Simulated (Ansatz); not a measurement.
# Ge (germanium, one atom moved): the cost of one run

Computed with Ansatz 0.2.0 (DFT LDA, scalar-relativistic, plane waves, PAW, unless a step's input says otherwise).

### 1 Starting point

It takes space group Imma (No. 74, orthorhombic). The conventional cell has a = 3.972 Å, b = 3.972 Å, c = 5.617 Å, α = 90.00°, β = 90.00°, γ = 90.00°. Ge (site symmetry mm2) is surrounded by 4 Ge at 2.42 to 2.44 Å.

As a file:

```xyz
2
Lattice="0.0000 2.8085 2.8085 2.8085 0.0000 2.8085 2.8085 2.8085 0.0000" Properties=species:S:1:pos:R:3 pbc="T T T"
Ge    0.0000    0.0000    0.0000
Ge    1.4242    1.4042    1.4042
```

### 2 Single point: Ge (germanium, one atom moved), no spin

input.yaml

```yaml
crystal:
  lattice:
    - [0.0, 2.8085, 2.8085]
    - [2.8085, 0.0, 2.8085]
    - [2.8085, 2.8085, 0.0]
  atoms:
    - { symbol: Ge, position: [0.0, 0.0, 0.0] }
    - { symbol: Ge, position: [0.2464393805, 0.2535606195, 0.2535606195] }
scf:
  occupations: { method: gaussian, width: 0.03 }
output:
  forces: true
  stress: true
  eigenvalues: true
hamiltonian:
  xc: lda
kpoints:
  mp_grid: { grid: [24, 24, 24] }
```

Started as:

```
ansatz run input.yaml --threads 8 --pin off --max-ram 16384MiB --backend cpu --events-out ev --progress --plain --runs-dir out
```

What time and memory should one allow on 8 threads of Arm Neoverse N1, shared host?

About 18 s, with a peak of 1.4 GiB.
